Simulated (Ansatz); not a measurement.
## MnPt2 under changes of volume

One of the cells (15.408 Å³/atom); the others are scaled copies at fixed shape and fractional positions:

```
Pt Mn
1.0
     2.85840    0.00000    0.00000
    -1.42920    2.47545    0.00000
     0.00000    0.00000    6.53250
Pt Mn
2 1
Direct
  0.66667 0.33333 0.31621
  0.33333 0.66667 0.68379
  0.00000 0.00000 0.00000
```

The cell comes from a database or a generator and needn't be the stable form of this composition.

| Quantity | Value |
| --- | --- |
| Program | Ansatz 0.2.0 |
| Functional | PBE |
| Potentials or basis | all-electron LAPW, scalar-relativistic |
| Cutoff | 282 eV (chosen from the basis error) |
| Basis error allowed | 0.001 eV/atom |
| k mesh | 11 × 11 × 4 |
| Occupations | fermi-dirac, width 0.05 eV |
| Spin | collinear spin, ferromagnetic start |
| Starting moments | [0.0, 0.0, 4.0] μB |

| volume (Å³/atom) | energy over the lowest point (meV/atom) | pressure (GPa) | moment (μB per cell) | largest force (eV/Å) |
| --- | --- | --- | --- | --- |
| 14.483 | 31.77 | 11.6 | 4.21 | 0.147 |
| 14.791 | 13.50 | 7.3 | 4.36 | 0.106 |
| 15.099 | ? | ? | ? | ? |
| 15.408 | 0.00 | -0.5 | 4.55 | 0.025 |
| 15.716 | 3.87 | -3.9 | 4.61 | 0.015 |
| 16.024 | 13.99 | -6.9 | 4.65 | 0.055 |
| 16.332 | 29.71 | -9.6 | 4.69 | 0.094 |

What does the run at 15.099 Å³/atom give?

Energy over the lowest point 3.03 meV/atom; pressure 3.2 GPa; moment 4.47 μB per cell; largest force 0.065 eV/Å.

Worked out: A Birch-Murnaghan fit of order 3 (a polynomial in V^(-2/3)) to the other rows has its minimum at 15.39 Å³/atom with B0 = V·E''(V) = 177 GPa and B' = 3.1 at fixed shape and positions, which overstates the stiffness. It gives 3.08 meV/atom at 15.099 Å³/atom, against the run's 3.03, and -dE/dV = 3.4 GPa, against 3.2. A parabola through the other rows of the moment, of slope 0.322 μB per Å³/atom there, gives 4.46 μB, against the run's 4.47.

Energies are extrapolated to zero smearing.
